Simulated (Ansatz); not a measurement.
**C2H8AlFN2: two geometries relaxed**

Are the two ends of the shift of H14 from C5 to Al3 separate minima, and which lies lower? Each is relaxed from a guess. SMILES of the start: C[NH][Al]([NH2])[CH2]F.

All numbers below are computed with Ansatz 0.2.0 (RKS BHLYP-D4/6-31G).

### 1 The system as given

Bond lengths: C1–N2 1.428 Å, N2–Al3 1.951 Å, Al3–N4 1.873 Å, Al3–C5 1.972 Å, C5–F6 1.406 Å, C1–H7 1.163 Å, C1–H8 1.085 Å, C1–H9 1.112 Å, N2–H10 1.051 Å, N4–H11 1.108 Å, N4–H12 1.069 Å, C5–H13 1.091 Å, C5–H14 1.097 Å. Angles (14 of 21 angles, heavy atoms first): C1–N2–Al3 112.2°, N2–Al3–N4 117.6°, N2–Al3–C5 120.0°, N4–Al3–C5 122.3°, Al3–C5–F6 109.1°, C1–N2–H10 104.7°, Al3–N2–H10 108.2°, N2–C1–H7 108.8°, N2–C1–H8 112.3°, N2–C1–H9 115.4°, Al3–N4–H11 105.8°, Al3–N4–H12 104.7°, Al3–C5–H13 113.2°, Al3–C5–H14 109.9°.

Structure file:

```xyz
14

C     0.7823    0.4615    1.9411
N     1.3513   -0.1996    0.8103
Al    0.0714   -0.4002   -0.6485
N    -0.3319   -2.1382   -1.2175
C    -0.6655    1.1978   -1.5389
F    -1.3638    1.9702   -0.5941
H     0.4672    1.5360    1.6276
H    -0.1181   -0.0294    2.2959
H     1.4698    0.6101    2.8018
H     1.6036   -1.1581    1.1601
H    -0.8936   -2.6057   -0.3843
H    -1.1054   -2.0138   -1.9442
H     0.1020    1.8436   -1.9684
H    -1.3824    0.8965   -2.3120
```

### 2 Relaxing end A

File input.yaml:

```yaml
crystal:
  periodic: [false, false, false]
  atoms:
    - { symbol: C, position_ang: [0.7823, 0.4615, 1.9411] }
    - { symbol: "N", position_ang: [1.3513, -0.1996, 0.8103] }
    - { symbol: Al, position_ang: [0.0714, -0.4002, -0.6485] }
    - { symbol: "N", position_ang: [-0.3319, -2.1382, -1.2175] }
    - { symbol: C, position_ang: [-0.6655, 1.1978, -1.5389] }
    - { symbol: F, position_ang: [-1.3638, 1.9702, -0.5941] }
    - { symbol: H, position_ang: [0.4672, 1.536, 1.6276] }
    - { symbol: H, position_ang: [-0.1181, -0.0294, 2.2959] }
    - { symbol: H, position_ang: [1.4698, 0.6101, 2.8018] }
    - { symbol: H, position_ang: [1.6036, -1.1581, 1.1601] }
    - { symbol: H, position_ang: [-0.8936, -2.6057, -0.3843] }
    - { symbol: H, position_ang: [-1.1054, -2.0138, -1.9442] }
    - { symbol: H, position_ang: [0.102, 1.8436, -1.9684] }
    - { symbol: H, position_ang: [-1.3824, 0.8965, -2.312] }
basis:
  gaussian: { orbitals: "6-31G" }
hamiltonian:
  xc: { name: BHLYP }
  dispersion: d4
relax:
  f_tol: 0.02
  max_steps: 50
output:
  orbitals: {}
```

Command:

```bash
$ ansatz run input.yaml --threads 1 --pin off --max-ram 2048MiB --backend cpu --events-out ev --progress --plain --runs-dir out
```

Standard output, cut to the lines that bear on the results:

```text
Warning: RAYON_NUM_THREADS=1 ignored (pool sized by the plan → 1); use --threads N
[...]
Functional definition: BHLYP
[...]
1077 factors; integrals over basis functions are off by at most 1.7e-4 eV
[...]
mean field -14490.51928245 eV, -532.5167616032 hartree, gradient 5.2e-5 eV, S^2 0.000000; 0 other end points of the search recorded, 0 dependent functions left out
[...]
reference -14490.51946036 eV, -532.5167681414 hartree; 28, 28 occupied and 46, 46 virtual orbitals, 1077 factors
relax step   1: F+E_penalty+E_count = -14490.82538982 eV  Δ(F+E_penalty+E_count) = +0.000e0 eV  max|allowed force component| = 3.985e0 eV/Å  Δτ_max = 0.0000 Å  (26 SCF iters, accepted)
[...]
relax step   4: F+E_penalty+E_count = -14492.54995826 eV  Δ(F+E_penalty+E_count) = -1.839e-1 eV  max|allowed force component| = 1.144e0 eV/Å  Δτ_max = 0.1948 Å  (27 SCF iters, accepted)
[...]
relax step   7: F+E_penalty+E_count = -14492.71728289 eV  Δ(F+E_penalty+E_count) = -2.934e-2 eV  max|allowed force component| = 4.209e-1 eV/Å  Δτ_max = 0.1930 Å  (27 SCF iters, accepted)
[...]
relax step  10: F+E_penalty+E_count = -14492.75720592 eV  Δ(F+E_penalty+E_count) = -2.275e-3 eV  max|allowed force component| = 1.089e-1 eV/Å  Δτ_max = 0.1103 Å  (23 SCF iters, accepted)
[...]
relax step  13: F+E_penalty+E_count = -14492.75829617 eV  Δ(F+E_penalty+E_count) = -1.184e-4 eV  max|allowed force component| = 3.282e-2 eV/Å  Δτ_max = 0.0206 Å  (24 SCF iters, accepted)
[...]
reference -14492.44428667 eV, -532.5875042035 hartree; 28, 28 occupied and 46, 46 virtual orbitals, 1077 factors
Total energy: -14492.75873358 eV, -532.5990599144 hartree
Atom 0 at     0.799436     0.673082     1.914306 Å, force     0.000718    -0.003149     0.004907 eV/Å
Atom 1 at     0.549491    -0.523586     1.114719 Å, force    -0.001665     0.001369    -0.003629 eV/Å
Atom 2 at    -0.182206    -0.556584    -0.507594 Å, force     0.000165    -0.004945    -0.004224 eV/Å
Atom 3 at    -0.430075    -2.085803    -1.394845 Å, force     0.001503     0.002192     0.003936 eV/Å
Atom 4 at    -0.673004     1.163331    -1.382847 Å, force    -0.001152     0.005079     0.003795 eV/Å
Atom 5 at    -1.093364     2.082680    -0.335773 Å, force     0.001398    -0.003057    -0.004797 eV/Å
Atom 6 at     0.414448     1.544636     1.396940 Å, force     0.000012    -0.003953    -0.002135 eV/Å
Atom 7 at     0.299555     0.622531     2.881203 Å, force     0.000461     0.001939     0.001008 eV/Å
Atom 8 at     1.863220     0.828546     2.095251 Å, force     0.000767     0.000404     0.000525 eV/Å
Atom 9 at     0.826492    -1.367849     1.581485 Å, force    -0.000035     0.002355     0.000533 eV/Å
Atom 10 at    -0.165019    -2.992121    -1.058912 Å, force    -0.000027     0.001012    -0.000506 eV/Å
Atom 11 at    -0.866148    -2.150359    -2.294811 Å, force     0.000480     0.001046     0.000912 eV/Å
Atom 12 at     0.149023     1.648999    -1.903112 Å, force    -0.000490    -0.001516     0.000810 eV/Å
Atom 13 at    -1.504949     1.083199    -2.077112 Å, force    -0.002134     0.001222    -0.001135 eV/Å
Dipole moment:     0.154885    -0.483887    -0.271240 e Å
```

It took 85 s on 1 thread of Arm Neoverse V1, shared host; peak memory 0.18 GiB.

Step by step:

```
step  energy from step 1 (eV)  largest force component (eV/Å)
   1                   0.0000                          3.9852
   2                  -1.0149                          2.4319
   3                  -1.5407                          1.7040
   4                  -1.7246                          1.1437
   5                  -1.8070                          0.4753
   6                  -1.8626                          0.4081
   7                  -1.8919                          0.4209
   8                  -1.9238                          0.1852
   9                  -1.9295                          0.0637
  10                  -1.9318                          0.1089
 11x                  -1.9305                          0.1449
  12                  -1.9328                          0.0251
  13                  -1.9329                          0.0328
  14                  -1.9331                          0.0322
  15                  -1.9332                          0.0051
```

Step 1 is the start. 1 step was tried and not accepted (marked x).

After: Bond lengths: C1–N2 1.461 Å, N2–Al3 1.780 Å, Al3–N4 1.785 Å, Al3–C5 1.991 Å, C5–F6 1.455 Å, C1–H7 1.084 Å, C1–H8 1.090 Å, C1–H9 1.090 Å, N2–H10 1.004 Å, N4–H11 1.002 Å, N4–H12 1.002 Å, C5–H13 1.087 Å, C5–H14 1.087 Å. Angles (14 of 21 angles, heavy atoms first): C1–N2–Al3 125.8°, N2–Al3–N4 121.7°, N2–Al3–C5 119.1°, N4–Al3–C5 119.2°, Al3–C5–F6 107.5°, C1–N2–H10 112.8°, Al3–N2–H10 121.4°, N2–C1–H7 109.7°, N2–C1–H8 111.7°, N2–C1–H9 112.0°, Al3–N4–H11 124.8°, Al3–N4–H12 124.2°, Al3–C5–H13 114.2°, Al3–C5–H14 113.9°.

### 3 Relaxing end B

The second end starts from a geometry with the move made by hand.

input.yaml: that of step 2 with these lines changed.

```diff
@@ -16,3 +16,3 @@
     - { symbol: H, position_ang: [0.102, 1.8436, -1.9684] }
-    - { symbol: H, position_ang: [-1.3824, 0.8965, -2.312] }
+    - { symbol: H, position_ang: [-1.35252, 0.13336, -0.89216] }
 basis:
```

Command:

```bash
$ ansatz run input.yaml --threads 1 --pin off --max-ram 2048MiB --backend cpu --events-out ev --progress --plain --runs-dir out
```

Standard output, cut to the lines that bear on the results:

```text
Warning: RAYON_NUM_THREADS=1 ignored (pool sized by the plan → 1); use --threads N
[...]
[... 1 set-up line as earlier in the session ...]
[...]
1075 factors; integrals over basis functions are off by at most 1.8e-4 eV
[...]
mean field -14484.52621516 eV, -532.2965204428 hartree, gradient 4.0e-5 eV, S^2 0.000000; 0 other end points of the search recorded, 0 dependent functions left out
[...]
reference -14484.52639368 eV, -532.2965270030 hartree; 28, 28 occupied and 46, 46 virtual orbitals, 1075 factors
relax step   1: F+E_penalty+E_count = -14484.84358087 eV  Δ(F+E_penalty+E_count) = +0.000e0 eV  max|allowed force component| = 6.240e0 eV/Å  Δτ_max = 0.0000 Å  (31 SCF iters, accepted)
[...]
relax step   5: F+E_penalty+E_count = -14491.89695633 eV  Δ(F+E_penalty+E_count) = -5.920e-1 eV  max|allowed force component| = 1.179e0 eV/Å  Δτ_max = 0.1949 Å  (27 SCF iters, accepted)
[...]
Atom 4 at    -0.798019     1.085958    -1.236170 Å, force    -0.004249    -0.002211    -0.001842 eV/Å
Atom 5 at    -1.179312     1.990471    -0.162255 Å, force    -0.000579    -0.001124    -0.002031 eV/Å
Atom 6 at     0.420396     1.497907     1.491366 Å, force     0.003545    -0.000879     0.003251 eV/Å
Atom 7 at     0.408269     0.560433     2.970613 Å, force     0.000278     0.000213     0.002400 eV/Å
Atom 8 at     1.926544     0.837854     2.120280 Å, force     0.002668     0.000934     0.000196 eV/Å
Atom 9 at     0.964923    -1.394868     1.626680 Å, force     0.002824    -0.000982     0.002712 eV/Å
Atom 10 at    -0.065526    -3.039689    -0.980751 Å, force    -0.000135     0.001004     0.000387 eV/Å
Atom 11 at    -0.871750    -2.224931    -2.169622 Å, force     0.000704     0.000907     0.001102 eV/Å
Atom 12 at    -0.035186     1.602060    -1.813974 Å, force     0.002035     0.001409     0.000434 eV/Å
Atom 13 at    -1.673401     0.971060    -1.869772 Å, force     0.001328     0.000987     0.000642 eV/Å
Dipole moment:     0.154870    -0.477678    -0.283688 e Å
```

Run time: 1.7 min. Hardware: 1 thread of Arm Neoverse V1, shared host; peak memory 0.18 GiB.

The steps of the relaxation:

```
step  energy from step 1 (eV)  largest force component (eV/Å)
   1                   0.0000                          6.2404
   2                  -3.2315                          4.1606
   3                  -5.3398                          2.9233
   4                  -6.4614                          1.8955
   5                  -7.0534                          1.1793
   6                  -7.4157                          0.6467
   7                  -7.6281                          0.7067
   8                  -7.7468                          0.4226
   9                  -7.8317                          0.4624
  10                  -7.8803                          0.2369
  11                  -7.9003                          0.1104
  12                  -7.9049                          0.2741
  13                  -7.9091                          0.1317
  14                  -7.9110                          0.1168
  15                  -7.9123                          0.1892
  16                  -7.9142                          0.1041
  17                  -7.9149                          0.0214
  18                  -7.9150                          0.0074
```

Step 1 is the start.

After: Bond lengths: C1–N2 1.461 Å, N2–Al3 1.780 Å, Al3–N4 1.785 Å, Al3–C5 1.992 Å, C5–F6 1.455 Å, C1–H7 1.084 Å, C1–H8 1.090 Å, C1–H9 1.090 Å, N2–H10 1.004 Å, N4–H11 1.002 Å, N4–H12 1.002 Å, C5–H13 1.087 Å, C5–H14 1.087 Å. Angles (14 of 21 angles, heavy atoms first): C1–N2–Al3 125.9°, N2–Al3–N4 121.6°, N2–Al3–C5 119.2°, N4–Al3–C5 119.1°, Al3–C5–F6 107.6°, C1–N2–H10 112.8°, Al3–N2–H10 121.4°, N2–C1–H7 109.6°, N2–C1–H8 111.7°, N2–C1–H9 112.0°, Al3–N4–H11 124.8°, Al3–N4–H12 124.2°, Al3–C5–H13 114.2°, Al3–C5–H14 113.9°.

Pairs that crossed the distance rule for bonds on the way: came closer C5–H14; moved apart Al3–H14.

### 4 Outcome

| quantity | value |
| --- | --- |
| end A | 13 moves, 1.933 eV lower |
| end B | 17 moves, 7.915 eV lower |
| largest difference between the ends | 0.03 Å |
| end B relative to end A | +0.000 eV |

**Reading.** Both starts fell into the same minimum (no atom differs by more than 0.03 Å), so from this start no second minimum was found and no band was run; another arrangement could still be one. The basis is very small, so the numbers are rough.
